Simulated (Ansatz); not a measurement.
# Ga3Sb: the cost of one run

Computed with Ansatz 0.2.0 (DFT PBEsol+D3(BJ), scalar-relativistic, plane waves, PAW, unless a step's input says otherwise).

2 further runs of the same task are left out: 2 set aside as unsound or not needed.

### 1 Starting point

The structure is tetragonal, space group I4/mmm (No. 139). The conventional cell has a = 4.318 Å, b = 4.318 Å, c = 9.521 Å, α = 90.00°, β = 90.00°, γ = 90.00°. Around Ga (site symmetry -4m2) lie 8 Ga at 3.05 to 3.21 Å and 4 Sb at 3.21 Å. Ga (site symmetry 4/mmm) has 4 Sb at 3.05 Å and 8 Ga at 3.21 Å as nearest neighbours. Around Sb (site symmetry 4/mmm) lie 12 Ga at 3.05 to 3.21 Å.

Structure file:

```cif
data_structure
_symmetry_space_group_name_H-M 'P 1'
_symmetry_Int_Tables_number 1
_cell_length_a 5.6554
_cell_length_b 5.6554
_cell_length_c 5.6554
_cell_angle_alpha 135.119
_cell_angle_beta 135.119
_cell_angle_gamma 65.346
_cell_volume 88.74
loop_
_atom_site_label
_atom_site_type_symbol
_atom_site_fract_x
_atom_site_fract_y
_atom_site_fract_z
_atom_site_occupancy
Ga1 Ga 0.75000 0.25000 0.50000 1
Ga2 Ga 0.25000 0.75000 0.50000 1
Ga3 Ga 0.50000 0.50000 0.00000 1
Sb1 Sb 0.00000 0.00000 0.00000 1
```

Source of the structure: the Materials Project (structure only).

### 7 Plan of the scan

The energy is mapped over volume and the cell's shape.

- volume per atom: 5 values from 18.04 to 21.18 Å³
- c/a of the conventional cell: 5 values from 1.783 to 2.565

Nothing else is relaxed (symmetry fixes all fractional coordinates). Energies count from the relaxed crystal. Points are written as (first, second).

(The set-up runs are not shown.)

### 8 The run at (18.04 Å³, 2.139)

input.yaml reads:

```yaml
crystal:
  lattice:
    - [-2.0356891383, 2.0356891383, 4.3534913683]
    - [2.0356891383, -2.0356891383, 4.3534913683]
    - [2.0356891383, 2.0356891383, -4.3534913683]
  atoms:
    - { symbol: Ga, position: [0.75, 0.25, 0.5] }
    - { symbol: Ga, position: [0.25, 0.75, 0.5] }
    - { symbol: Ga, position: [0.5, 0.5, 0.0] }
    - { symbol: Sb, position: [0.0, 0.0, 0.0] }
basis:
  ecutwfc: 420
kpoints:
  mp_grid: { grid: [14, 14, 14] }
hamiltonian:
  xc: pbesol
  pseudopotentials: { kind: paw, azcp: { folder: soft_1 } }
  dispersion: d3bj
scf:
  occupations: { method: gaussian, width: 0.15 }
output:
  forces: true
  stress: true
  eigenvalues: true
  write_density: true
  write_potential: true
  elf: true
  volumetric_format: npy
```

On the command line:

```console
$ ansatz run input.yaml --threads 2 --pin off --max-ram 4096MiB --backend cpu --events-out ev --progress --plain --runs-dir out
```

Q: Estimate wall time and peak memory on 2 threads of Arm Neoverse N1, shared host.

About 56 s, with a peak of 0.64 GiB.
